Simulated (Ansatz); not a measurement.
Working through a rigid scan of one bond angle of H6SSiSn, SMILES S[SiH2][SnH3]

Program: Ansatz 0.2.0, Python API.

Notebook, run cell by cell (the value of a cell's last expression is shown):

```python
from dataclasses import dataclass

import ansatz as az
from ase import Atoms
```

```python
@dataclass(frozen=True)
class Options:
    basis: str = "def2-SVP"
    functional: str = "CAM-B3LYP"
    force_tol: float = 0.02
```

```python
opts = Options()
```

```python
atoms = Atoms(["S", "Si", "Sn", "H", "H", "H", "H", "H", "H"], positions=[
    (-2.2841, 0.6336, -0.5942),
    (-0.2889, 1.1225, -0.1443),
    (0.8562, -0.9832, 0.5411),
    (-1.8835, -0.2315, -1.6057),
    (0.3778, 1.6746, -1.351),
    (-0.2312, 2.1195, 0.9516),
    (0.8338, -2.1469, -0.7459),
    (2.6016, -0.61, 0.9146),
    (0.1069, -1.6249, 2.0166),
])

# start the scan from a relaxed geometry
first = (
    az.Crystal.molecule_from_ase(atoms).calculation()
    .basis(gaussian=opts.basis)
    .functional(opts.functional)
    .relax(force_tolerance=opts.force_tol, max_steps=80)
)
atoms.positions = first.run(threads=1).report["positions_ang"]
```

    

```python
rows = []
for angle in [90, 100, 110, 120, 135, 150, 165, 179]:
    bent = atoms.copy()
    bent.set_angle(1, 0, 3, angle, indices=[3])
    base = az.Crystal.molecule_from_ase(bent).calculation()
    base = base.basis(gaussian=opts.basis)
    base = base.functional(opts.functional)
    rows.append((angle, base.run(threads=1).report["free_energy_ev"]))
floor = min(e for _, e in rows)
for angle, e in rows:
    print(f"angle Si1-S0-H3 = {angle:3d} deg   {1000 * (e - floor):9.1f} meV")
```

    angle Si1-S0-H3 =  90 deg         5.0 meV
    angle Si1-S0-H3 = 100 deg         0.0 meV
    angle Si1-S0-H3 = 110 deg       103.1 meV
    angle Si1-S0-H3 = 120 deg       302.1 meV
    angle Si1-S0-H3 = 135 deg       742.2 meV
    angle Si1-S0-H3 = 150 deg      1270.6 meV
    angle Si1-S0-H3 = 165 deg      1741.6 meV
    angle Si1-S0-H3 = 179 deg      1958.5 meV

Caveats:
- The scan is rigid, and the energies are electronic, in a modest basis. The zero is the lowest point of the grid, which needn't be the minimum.
- def2 sets replace the cores of elements past krypton by effective core potentials.
- The whole script took 76 s on 1 thread of AMD EPYC 7R43 64-Core Processor (Zen 3), on a shared host, peak memory 0.33 GiB.

(Lines on the test bed's own set-up are left out of the output.)
